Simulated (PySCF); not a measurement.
**A diatomic session: BAs−**

One table from this session's results is given with a row withheld; the runs are named, their logs left out.

Method: B def2-SVPD, As def2-SVPD, no relativity; program: PySCF 2.14.0.

5 further runs of the same task are left out: 5 set aside as unsound or not needed.

Set-up of the first run:

The job is set up so:

| Quantity | Value |
| --- | --- |
| atoms | B, As |
| charge | -1 |
| basis | B def2-SVPD, As def2-SVPD |
| Hamiltonian | no relativity |
| basis functions | 58 |
| electrons treated | 39 |
| masses in u | 11.0093, 74.9216 |
| levels | PBE0, r²SCAN, TPSS, B97-3 |
| grid | 80 radial by 434 angular points |
| occupations | held fixed by the projection of orbital angular momentum |
| dissociation limit | B + As−, each in its ground configuration |
| starting distance in angstrom | 2.090 |
| values of 2S to try | 1, 3 |

Launch:

```bash
$ OMP_NUM_THREADS=1 python dia.py task.json out
```

Among the steps run: Set-up; First curve: PBE0; Other states along the same grid; r²SCAN (meta-GGA); TPSS (meta-GGA); B97-3 (global hybrid GGA).

One of the session's tables, all rows but one given; the rest of the session is left out.

Energy (eV) from each level's lowest point:

| R (Å) | TPSS | r²SCAN | PBE0 | B97-3 |
| --- | --- | --- | --- | --- |
| 1.547 | 1.427 | 1.369 | 1.348 | 1.377 |
| 1.619 | 0.663 | 0.617 | 0.602 | 0.622 |
| 1.691 | ? | ? | ? | ? |
| 1.745 | 0.059 | 0.043 | 0.039 | 0.045 |
| 1.799 | 0.000 | 0.000 | 0.000 | 0.000 |
| 1.853 | 0.024 | 0.041 | 0.046 | 0.040 |
| 1.925 | 0.154 | 0.194 | 0.205 | 0.190 |
| 2.015 | 0.424 | 0.494 | 0.512 | 0.486 |
| 2.123 | 0.839 | 0.943 | 0.969 | 0.931 |
| 2.267 | 1.453 | 1.591 | 1.633 | 1.580 |

**Question.** Estimate the row for R (Å) = 1.691.

Worked estimate for «TPSS». A straight line through the neighbours (1.619, 0.663) and (1.745, 0.059) gives 0.663 + (0.059 − 0.663) × (1.691 − 1.619) / (1.745 − 1.619) = 0.318; a parabola fitted to 4 rows on both sides gives 0.212.

The run gave: TPSS: 0.225; r²SCAN: 0.195; PBE0: 0.186; B97-3: 0.198. In «TPSS» the line misses by +0.093 and the parabola by -0.013.
